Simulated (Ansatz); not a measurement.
# Si2H3F3: up Jacob's ladder to CCSD(T)

Aim: compute Si2H3F3 with functionals from several rungs and with coupled cluster, and see how far each lands from CCSD(T) at the basis-set limit for the atomisation energy.

Program: Ansatz 0.2.0, Gaussian basis. Level of theory: functionals in def2-TZVPP, the program's frozen cores in correlated methods. These are calculated values, not measurements.

Plan: PBE-D4, r2SCAN-D4, PBE0-D4, B3LYP-D4, ωB97X-V, ωB97M-V, B2PLYP; CCSD(T)/def2-TZVPP; MP2/def2-QZVPP; extrapolation to the limit.

## Step 1: The relaxed structure

All runs share one geometry, relaxed beforehand with PBE0-D4 in a triple-zeta def2 set.

8 atoms, charge 0, spin multiplicity 1.

Atoms are counted from 1 here; the program's logs count them from 0.

Bond lengths: F1–Si2 1.602 Å, Si2–Si3 2.355 Å, Si2–H6 1.485 Å, Si2–H7 1.485 Å, Si3–F4 1.591 Å, Si3–F5 1.591 Å, Si3–H8 1.483 Å. Angles: F1–Si2–Si3 109.8°, F1–Si2–H6 108.6°, F1–Si2–H7 108.6°, Si3–Si2–H6 110.1°, Si3–Si2–H7 110.1°, H6–Si2–H7 109.5°, Si2–Si3–F4 109.9°, Si2–Si3–F5 109.9°, Si2–Si3–H8 114.2°, F4–Si3–F5 107.3°, F4–Si3–H8 107.7°, F5–Si3–H8 107.7°.

## Step 2: PBE-D4 (GGA)

in.yaml reads:

```yaml
crystal:
  periodic: [false, false, false]
  atoms:
    - {symbol: F, position_ang: [-1.752473, -0.043066, 1.476302]}
    - {symbol: Si, position_ang: [-0.254295, 0.392835, 1.115251]}
    - {symbol: Si, position_ang: [0.291509, -0.342279, -1.054423]}
    - {symbol: F, position_ang: [0.153760, -1.925086, -1.140340]}
    - {symbol: F, position_ang: [-0.724986, 0.280060, -2.108486]}
    - {symbol: H, position_ang: [-0.160113, 1.872919, 1.192372]}
    - {symbol: H, position_ang: [0.667992, -0.214785, 2.108047]}
    - {symbol: H, position_ang: [1.663607, 0.013902, -1.488523]}
basis:
  gaussian: {orbitals: def2-TZVPP}
hamiltonian: {xc: pbe, dispersion: d4}
output: {forces: true, orbitals: {seedname: orbitals}}
```

The program printed:

```text
Functional definition: PBE
  name "PBE"
  cite "Perdew, Burke & Ernzerhof, Phys. Rev. Lett. 77, 3865 (1996) doi:10.1103/PhysRevLett.77.3865"
  parent pbe
  parameter kappa = 0.804
  parameter beta = 0.06672455060314922
  exchange = pbe_x(kappa = kappa, mu = beta*pi^2/3)
  correlation = pbe_c(beta = beta)
1221 factors; their error is unknown
mean field evaluation 1: about -23943.4322 eV, gradient 5.7e1 eV
mean field evaluation 2: about -23927.5258 eV, gradient 1.2e2 eV
mean field evaluation 4: about -23947.8917 eV, gradient 3.5e0 eV
mean field evaluation 8: about -23947.8801 eV, gradient 1.6e-1 eV
mean field evaluation 16: about -23947.8801 eV, gradient 6.3e-5 eV
mean field -23947.88008152 eV, -880.0683605398 hartree, gradient 6.3e-5 eV, S^2 0.000000; 0 other end points of the search recorded, 0 dependent functions left out
the calculation of the forces begins
reference -23947.88012091 eV, -880.0683619875 hartree; 29, 29 occupied and 190, 190 virtual orbitals, 1221 factors
Total energy: -23948.04268945 eV, -880.0743362711 hartree
Atom 0 at    -1.752473    -0.043066     1.476302 Å, force    -0.602898    -0.173793     0.149091 eV/Å
Atom 1 at    -0.254295     0.392835     1.115251 Å, force     0.418257     0.091397    -0.169710 eV/Å
Atom 2 at     0.291509    -0.342279    -1.054423 Å, force     0.319030     0.306079     0.407611 eV/Å
Atom 3 at     0.153760    -1.925086    -1.140340 Å, force    -0.043796    -0.677203    -0.020682 eV/Å
Atom 4 at    -0.724986     0.280060    -2.108486 Å, force    -0.427511     0.285731    -0.443466 eV/Å
Atom 5 at    -0.160113     1.872919     1.192372 Å, force     0.026557     0.180273     0.013682 eV/Å
Atom 6 at     0.667992    -0.214785     2.108047 Å, force     0.122834    -0.062252     0.120140 eV/Å
Atom 7 at     1.663607     0.013902    -1.488523 Å, force     0.187527     0.049768    -0.056666 eV/Å
Dipole moment:     0.352102     0.205767     0.149909 e Å
```

It took 1 s on 4 threads, shared host; peak memory 0.28 GiB.

Atomisation energy: 704.3 kcal/mol (free atoms -23917.502 eV, run apart). HOMO -7.32 eV, LUMO -2.13 eV.

## Step 3: r2SCAN-D4 (meta-GGA)

Edit in.yaml of step 2 so:

```diff
@@ -13,3 +13,3 @@
   gaussian: {orbitals: def2-TZVPP}
-hamiltonian: {xc: pbe, dispersion: d4}
+hamiltonian: {xc: r2scan, dispersion: d4}
 output: {forces: true, orbitals: {seedname: orbitals}}
```

The program printed, shortened:

```text
Functional definition: r2SCAN
  name "r2SCAN"
  cite "Furness, Kaplan, Ning, Perdew & Sun, J. Phys. Chem. Lett. 11, 8208 (2020) doi:10.1021/acs.jpclett.0c02405"
  cite "Furness, Kaplan, Ning, Perdew & Sun, J. Phys. Chem. Lett. 11, 9248 (2020) doi:10.1021/acs.jpclett.0c03077"
  parent r2scan
[...]
1221 factors; their error is unknown
[...]
mean field -23959.22588989 eV, -880.4853113068 hartree, gradient 2.8e-5 eV, S^2 0.000000; 0 other end points of the search recorded, 0 dependent functions left out
[...]
reference -23959.22590141 eV, -880.4853117303 hartree; 29, 29 occupied and 190, 190 virtual orbitals, 1221 factors
Total energy: -23959.26433025 eV, -880.4867239640 hartree
Atom 0 at    -1.752473    -0.043066     1.476302 Å, force    -0.057059    -0.017437     0.011915 eV/Å
Atom 1 at    -0.254295     0.392835     1.115251 Å, force     0.058079     0.013673    -0.021194 eV/Å
Atom 2 at     0.291509    -0.342279    -1.054423 Å, force     0.073103     0.050404     0.048461 eV/Å
Atom 3 at     0.153760    -1.925086    -1.140340 Å, force    -0.012778    -0.062779    -0.004168 eV/Å
Atom 4 at    -0.724986     0.280060    -2.108486 Å, force    -0.045747     0.019967    -0.040496 eV/Å
Atom 5 at    -0.160113     1.872919     1.192372 Å, force     0.007840    -0.019760     0.007770 eV/Å
Atom 6 at     0.667992    -0.214785     2.108047 Å, force    -0.007559     0.019275    -0.009271 eV/Å
Atom 7 at     1.663607     0.013902    -1.488523 Å, force    -0.015879    -0.003343     0.006983 eV/Å
Dipole moment:     0.363521     0.212188     0.154196 e Å
```

Wall time 1.9 s (4 threads, shared host); peak memory 0.3 GiB.

Atomisation energy: 703.8 kcal/mol (free atoms -23928.747 eV, run apart). HOMO -7.64 eV, LUMO -1.83 eV.

## Step 4: PBE0-D4 (hybrid)

Edit in.yaml of step 3 so:

```diff
@@ -13,3 +13,3 @@
   gaussian: {orbitals: def2-TZVPP}
-hamiltonian: {xc: r2scan, dispersion: d4}
-output: {forces: true, orbitals: {seedname: orbitals}}
+hamiltonian: {xc: pbe0, dispersion: d4}
+output: {orbitals: {seedname: orbitals}}
```

The program printed:

```text
Functional definition: PBE0
  name "PBE0"
  cite "Adamo & Barone, J. Chem. Phys. 110, 6158 (1999) doi:10.1063/1.478522"
  cite "Perdew, Burke & Ernzerhof, Phys. Rev. Lett. 77, 3865 (1996) doi:10.1103/PhysRevLett.77.3865"
  parent pbe
  parameter a = 0.25
  parameter kappa = 0.804
  parameter beta = 0.06672455060314922
  exchange = (1 - a)*pbe_x(kappa = kappa, mu = beta*pi^2/3) + a*exact_x
  correlation = pbe_c(beta = beta)
1227 factors; their error is unknown
mean field evaluation 1: about -23945.9152 eV, gradient 5.1e1 eV
mean field evaluation 2: about -23940.3526 eV, gradient 8.2e1 eV
mean field evaluation 4: about -23949.3958 eV, gradient 1.5e0 eV
mean field evaluation 8: about -23949.4630 eV, gradient 2.5e-2 eV
mean field -23949.46302373 eV, -880.1265325930 hartree, gradient 4.0e-5 eV, S^2 0.000000; 0 other end points of the search recorded, 0 dependent functions left out
reference -23949.46305296 eV, -880.1265336671 hartree; 29, 29 occupied and 190, 190 virtual orbitals, 1227 factors
Total energy: -23949.60086383 eV, -880.1315981232 hartree
```

Run time: 1.2 s. Hardware: 4 threads, shared host; peak memory 0.51 GiB.

Atomisation energy: 690.9 kcal/mol (free atoms -23919.641 eV, run apart). HOMO -8.64 eV, LUMO -1.28 eV.

## Step 5: B3LYP-D4 (hybrid)

B3LYP here takes the VWN-RPA correlation.

Edit in.yaml of step 4 so:

```diff
@@ -13,3 +13,3 @@
   gaussian: {orbitals: def2-TZVPP}
-hamiltonian: {xc: pbe0, dispersion: d4}
-output: {orbitals: {seedname: orbitals}}
+hamiltonian: {xc: {name: B3LYP}, dispersion: d4}
+output: {forces: true, orbitals: {seedname: orbitals}}
```

The program printed, shortened:

```text
Functional definition: B3LYP
  name "B3LYP"
  cite "Stephens, Devlin, Chabalowski & Frisch, J. Phys. Chem. 98, 11623 (1994) doi:10.1021/j100096a001"
  cite "Becke, Phys. Rev. A 38, 3098 (1988) doi:10.1103/PhysRevA.38.3098"
  cite "Lee, Yang & Parr, Phys. Rev. B 37, 785 (1988) doi:10.1103/PhysRevB.37.785"
  cite "Vosko, Wilk & Nusair, Can. J. Phys. 58, 1200 (1980) doi:10.1139/p80-159"
[...]
1227 factors; their error is unknown
[...]
mean field -23965.19836193 eV, -880.7047956062 hartree, gradient 6.9e-5 eV, S^2 0.000000; 0 other end points of the search recorded, 0 dependent functions left out
[...]
reference -23965.19860832 eV, -880.7048046606 hartree; 29, 29 occupied and 190, 190 virtual orbitals, 1227 factors
Total energy: -23965.46281556 eV, -880.7145140977 hartree
Atom 0 at    -1.752473    -0.043066     1.476302 Å, force    -0.186153    -0.055436     0.042072 eV/Å
Atom 1 at    -0.254295     0.392835     1.115251 Å, force     0.235922     0.118457     0.056934 eV/Å
Atom 2 at     0.291509    -0.342279    -1.054423 Å, force     0.233110     0.130572     0.085723 eV/Å
Atom 3 at     0.153760    -1.925086    -1.140340 Å, force    -0.016144    -0.221727    -0.008338 eV/Å
Atom 4 at    -0.724986     0.280060    -2.108486 Å, force    -0.140939     0.091521    -0.145909 eV/Å
Atom 5 at    -0.160113     1.872919     1.192372 Å, force    -0.003690    -0.085570     0.000293 eV/Å
Atom 6 at     0.667992    -0.214785     2.108047 Å, force    -0.053169     0.039358    -0.054413 eV/Å
Atom 7 at     1.663607     0.013902    -1.488523 Å, force    -0.068937    -0.017176     0.023637 eV/Å
Dipole moment:     0.387046     0.225502     0.163223 e Å
```

It took 3.9 s on 4 threads, shared host; peak memory 0.57 GiB.

With the free atoms at this level, -23935.165 eV in sum, the atomisation energy is 698.7 kcal/mol. HOMO -8.46 eV, LUMO -1.46 eV.

## Step 6: ωB97X-V (range-separated)

Edit in.yaml of step 5 so:

```diff
@@ -13,3 +13,3 @@
   gaussian: {orbitals: def2-TZVPP}
-hamiltonian: {xc: {name: B3LYP}, dispersion: d4}
-output: {forces: true, orbitals: {seedname: orbitals}}
+hamiltonian: {xc: {name: wB97X-V}}
+output: {orbitals: {seedname: orbitals}}
```

The program printed, shortened:

```text
Functional definition: wB97X-V
  name "wB97X-V"
  cite "Mardirossian & Head-Gordon, Phys. Chem. Chem. Phys. 16, 9904 (2014) doi:10.1039/C3CP54374A"
  cite "Becke, J. Chem. Phys. 107, 8554 (1997) doi:10.1063/1.475007"
  cite "Vydrov & Van Voorhis, J. Chem. Phys. 133, 244103 (2010) doi:10.1063/1.3521275"
[...]
      + integral(e_c_pw_opposite_spin*poly(b97_u_opposite, cos0, cos1)) + vv10(b, c)
1227 factors; their error is unknown
248 factors; integrals over basis functions are off by at most 1.0e-5 eV
[...]
mean field -23958.73285095 eV, -880.4671924601 hartree, gradient 3.9e-5 eV, S^2 0.000000; 0 other end points of the search recorded, 0 dependent functions left out
reference -23958.73284901 eV, -880.4671923886 hartree; 29, 29 occupied and 190, 190 virtual orbitals, 1227 factors
Total energy: -23958.73284901 eV, -880.4671923886 hartree
```

It took 4.7 s on 4 threads, shared host; peak memory 0.63 GiB.

With the free atoms at this level, -23928.029 eV in sum, the atomisation energy is 708.0 kcal/mol. HOMO -10.96 eV, LUMO 0.84 eV.

## Step 7: ωB97M-V (range-separated)

Edit in.yaml of step 6 so:

```diff
@@ -13,3 +13,3 @@
   gaussian: {orbitals: def2-TZVPP}
-hamiltonian: {xc: {name: wB97X-V}}
-output: {orbitals: {seedname: orbitals}}
+hamiltonian: {xc: {name: wB97M-V}}
+output: {forces: true, orbitals: {seedname: orbitals}}
```

The program printed, shortened:

```text
Functional definition: wB97M-V
  name "wB97M-V"
  cite "Mardirossian & Head-Gordon, J. Chem. Phys. 144, 214110 (2016) doi:10.1063/1.4952647"
  cite "Becke, J. Chem. Phys. 107, 8554 (1997) doi:10.1063/1.475007"
  cite "Vydrov & Van Voorhis, J. Chem. Phys. 133, 244103 (2010) doi:10.1063/1.3521275"
  # Of w^i u^j: cxij and so on, Table III.
[...]
  gx(w, u) = 1 - cx + cx01*u + cx10*w
  gss(w, u) = css00 + css04*u^4 + css10*w + css20*w^2 + css43*w^4*u^3
  gos(w, u) = cos00 + cos10*w + (cos20 + cos21*u)*w^2 + (cos60 + cos61*u)*w^6
[...]
      + integral(e_c_pw_mod_opposite_spin*gos(b97_w_opposite, b97_u_opposite)) + vv10(b, c)
1227 factors; their error is unknown
248 factors; integrals over basis functions are off by at most 1.0e-5 eV
[...]
mean field -23960.82210347 eV, -880.5439710740 hartree, gradient 4.0e-5 eV, S^2 0.000000; 0 other end points of the search recorded, 0 dependent functions left out
[...]
reference -23960.82215129 eV, -880.5439728313 hartree; 29, 29 occupied and 190, 190 virtual orbitals, 1227 factors
Total energy: -23960.82215129 eV, -880.5439728313 hartree
Atom 0 at    -1.752473    -0.043066     1.476302 Å, force    -0.127773    -0.041698     0.020572 eV/Å
Atom 1 at    -0.254295     0.392835     1.115251 Å, force     0.274818     0.097868    -0.025154 eV/Å
Atom 2 at     0.291509    -0.342279    -1.054423 Å, force     0.238702     0.167348     0.164398 eV/Å
Atom 3 at     0.153760    -1.925086    -1.140340 Å, force    -0.011810    -0.146073     0.005698 eV/Å
Atom 4 at    -0.724986     0.280060    -2.108486 Å, force    -0.096658     0.066889    -0.087846 eV/Å
Atom 5 at    -0.160113     1.872919     1.192372 Å, force    -0.007207    -0.176188    -0.011743 eV/Å
Atom 6 at     0.667992    -0.214785     2.108047 Å, force    -0.106027     0.073120    -0.121010 eV/Å
Atom 7 at     1.663607     0.013902    -1.488523 Å, force    -0.164044    -0.041267     0.055085 eV/Å
Dipole moment:     0.377209     0.220755     0.161317 e Å
```

Wall time 3.8 s (4 threads, shared host); peak memory 0.72 GiB.

With the free atoms at this level, -23930.323 eV in sum, the atomisation energy is 703.3 kcal/mol. HOMO -10.71 eV, LUMO 0.54 eV.

## Step 8: B2PLYP (double hybrid)

Edit in.yaml of step 7 so:

```diff
@@ -13,3 +13,2 @@
   gaussian: {orbitals: def2-TZVPP}
-hamiltonian: {xc: {name: wB97M-V}}
-output: {forces: true, orbitals: {seedname: orbitals}}
+hamiltonian: {xc: {name: B2PLYP}}
```

The program printed, shortened:

```text
Functional definition: B2PLYP
  name "B2PLYP"
  cite "Grimme, J. Chem. Phys. 124, 034108 (2006) doi:10.1063/1.2148954"
  cite "Becke, Phys. Rev. A 38, 3098 (1988) doi:10.1103/PhysRevA.38.3098"
  cite "Lee, Yang & Parr, Phys. Rev. B 37, 785 (1988) doi:10.1103/PhysRevB.37.785"
[...]
1339 factors; integrals over basis functions are off by at most 9.4e-4 eV
[...]
mean field -23944.70002538 eV, -879.9514956321 hartree, gradient 4.6e-6 eV, S^2 0.000000; 0 other end points of the search recorded, 0 dependent functions left out
13 core orbitals not correlated: weight in the atoms' cores, before any rotation towards them, 1.000 or more for the frozen orbitals, at most 0.000 for the correlated occupied ones
reference -23944.70018043 eV, -879.9515013300 hartree; 16, 16 occupied and 190, 190 virtual orbitals, 1339 factors
second order -31.80833069 eV of doubles, -0.00000000 eV of singles
Total energy: -23953.28842971 eV, -880.2671136699 hartree
```

It took 2.2 s on 4 threads, shared host; peak memory 0.53 GiB.

With the free atoms at this level, -23923.113 eV in sum, the atomisation energy is 695.9 kcal/mol.

## Step 9: Orbital energies across the functionals

Dipoles come from the runs that computed forces. Levels are read from the orbital files that the runs wrote:

```
functional  HOMO (eV)  LUMO (eV)  gap (eV)  dipole (D)
    PBE-D4      -7.32      -2.13      5.19        2.09
 r2SCAN-D4      -7.64      -1.83      5.81        2.15
   PBE0-D4      -8.64      -1.28      7.37            
  B3LYP-D4      -8.46      -1.46      7.00        2.29
   ωB97X-V     -10.96       0.84     11.79            
   ωB97M-V     -10.71       0.54     11.25        2.24
```

## Step 10: CCSD(T) in def2-TZVPP

Edit in.yaml of step 8 so:

```diff
@@ -13,2 +13,2 @@
   gaussian: {orbitals: def2-TZVPP}
-hamiltonian: {xc: {name: B2PLYP}}
+correlation: {method: ccsd_t}
```

The program printed, shortened:

```text
Functional definition: HF
  name "HF"
  cite "Fock, Z. Phys. 61, 126 (1930) doi:10.1007/BF01340294"
  parent pbe
[...]
1339 factors; integrals over basis functions are off by at most 9.4e-4 eV
[...]
mean field -23899.36112343 eV, -878.2853217171 hartree, gradient 7.3e-6 eV, S^2 0.000000; 0 other end points of the search recorded, 0 dependent functions left out
13 core orbitals not correlated: weight in the atoms' cores, before any rotation towards them, 1.000 or more for the frozen orbitals, at most 0.000 for the correlated occupied ones
reference -23899.36112343 eV, -878.2853217171 hartree; 16, 16 occupied and 190, 190 virtual orbitals, 1339 factors
second order -26.72204203 eV of doubles, -0.00000000 eV of singles
cycle   1  -26.77055190 eV  change   -4.9e-2 eV  update   1.1e-1
[...]
cycle   9  -27.47987568 eV  change   -6.7e-6 eV  update   1.7e-5
perturbative correction -0.79178864 eV, -0.0290976957 hartree
Total energy: -23927.63278774 eV, -879.3242862175 hartree
```

It took 35 s on 4 threads, shared host; peak memory 3.4 GiB.

## Step 11: MP2 in def2-QZVPP

Edit in.yaml of step 10 so:

```diff
@@ -12,3 +12,3 @@
 basis:
-  gaussian: {orbitals: def2-TZVPP}
-correlation: {method: ccsd_t}
+  gaussian: {orbitals: "def2-QZVPP.json"}
+correlation: {method: mp2}
```

The program printed:

```text
Functional definition: HF
  name "HF"
  cite "Fock, Z. Phys. 61, 126 (1930) doi:10.1007/BF01340294"
  parent pbe
  exchange = exact_x
  correlation = 0
2423 factors; integrals over basis functions are off by at most 8.7e-4 eV
mean field evaluation 1: about -23896.3477 eV, gradient 4.5e1 eV
mean field evaluation 2: about -23896.4707 eV, gradient 4.5e1 eV
mean field evaluation 4: about -23900.2249 eV, gradient 2.8e0 eV
mean field evaluation 8: about -23900.2723 eV, gradient 1.6e-1 eV
mean field -23900.27243847 eV, -878.3188119274 hartree, gradient 1.1e-6 eV, S^2 0.000000; 0 other end points of the search recorded, 0 dependent functions left out
13 core orbitals not correlated: weight in the atoms' cores, before any rotation towards them, 1.000 or more for the frozen orbitals, at most 0.000 for the correlated occupied ones
reference -23900.27243847 eV, -878.3188119274 hartree; 16, 16 occupied and 372, 372 virtual orbitals, 2423 factors
second order -29.25142794 eV of doubles, -0.00000000 eV of singles
Total energy: -23929.52386641 eV, -879.3937820769 hartree
```

Wall time 6.5 s (4 threads, shared host); peak memory 1.8 GiB.

Energy pieces by basis (eV):

```
     basis           HF  MP2 correlation  CCSD correlation      (T)              total
def2-TZVPP  -23899.3611         -26.7220          -27.4799  -0.7918        -23927.6328
def2-QZVPP  -23900.2724         -29.2514                             -23929.5239 (MP2)
```

The report of the def2-TZVPP run gives T1 = 0.0123.

## Step 12: From triple and quadruple zeta to the limit

No new run: Hartree-Fock is extrapolated as exp(−7.88√X) and correlation as X^−2.97, with X = 3 and 4; only MP2 was run in the larger set, so CCSD(T) minus MP2 is added from the smaller one.

```
  level  energy at the limit (eV)
     HF               -23900.3980
    MP2               -23931.5230
   CCSD               -23932.2808
CCSD(T)               -23933.0726
```

## Step 13: Atomisation energies

Atomisation energy = energies of 3 F, 2 Si, 3 H (separate runs, same level) minus the molecule's; electronic only, no spin-orbit term.

```
            method             rung  atoms, summed (eV)  atomisation energy (kcal/mol)  from CCSD(T)/CBS (kcal/mol)   time
            PBE-D4              GGA          -23917.502                          704.3                         -4.8    1 s
         r2SCAN-D4         meta-GGA          -23928.747                          703.8                         -5.3  1.9 s
           PBE0-D4           hybrid          -23919.641                          690.9                        -18.2  1.2 s
          B3LYP-D4           hybrid          -23935.165                          698.7                        -10.4  3.9 s
           ωB97X-V  range-separated          -23928.029                          708.0                         -1.1  4.7 s
           ωB97M-V  range-separated          -23930.323                          703.3                         -5.8  3.8 s
            B2PLYP    double hybrid          -23923.113                          695.9                        -13.2  2.2 s
     HF/def2-TZVPP     wavefunction          -23876.264                          532.6                       -176.5       
    MP2/def2-TZVPP     wavefunction          -23895.460                          706.2                         -2.9       
   CCSD/def2-TZVPP     wavefunction          -23897.440                          678.0                        -31.1       
CCSD(T)/def2-TZVPP     wavefunction          -23897.856                          686.7                        -22.4   35 s
           MP2/CBS     wavefunction          -23899.927                          728.6                        +19.5       
       CCSD(T)/CBS     wavefunction          -23902.323                          709.1                            0   41 s
```

Among the levels timed on like hardware and quicker than the yardstick, those that no quicker one beats, quickest first: PBE-D4 (1 s, -4.8 kcal/mol); ωB97X-V (4.7 s, -1.1 kcal/mol).

B2PLYP carry no dispersion term (for B3LYP, D4 adds 6.1 kcal/mol).

Times are those of the molecule's run; HF, MP2 and CCSD come out of the CCSD(T) runs, and the limit's time is the sum of the runs that it needs.

## Step 14: Summary of results

| quantity | value |
| --- | --- |
| atomisation energy, CCSD(T)/CBS | 709.1 kcal/mol |
| functionals within 3.5 kcal/mol (0.5 %) | ωB97X-V |
| farthest | PBE0-D4 (-18.2 kcal/mol) |
| mean size of error, hybrid | 14.3 kcal/mol |
| mean size of error, range-separated | 3.4 kcal/mol |
| gap, smallest and largest | 5.19 eV (PBE-D4), 11.79 eV (ωB97X-V) |
| T1 diagnostic | 0.0123 |
| triples share of the correlation energy | 2.8 % |

In words: PBE-D4 misses by -4.8 kcal/mol. Double hybrids carry the basis error of their MP2 part in triple zeta, and no dispersion term here, so their miss is partly the set-up's. Misses under about 3.5 kcal/mol are within the doubt on the reference itself, which lacks core-valence correlation, relativity and higher excitations. Hartree-Fock recovers 75 % of the binding; the rest is correlation. The gap grows from 5.2 to 11.8 eV across the functionals, mostly with the share of exact exchange.

ωB97X-V reaches 1.1 kcal/mol from the reference in 4.7 s, where CCSD(T)/CBS took 41 s; the quickest level in the cost chart, PBE-D4, takes 1 s and misses by 4.8 kcal/mol.
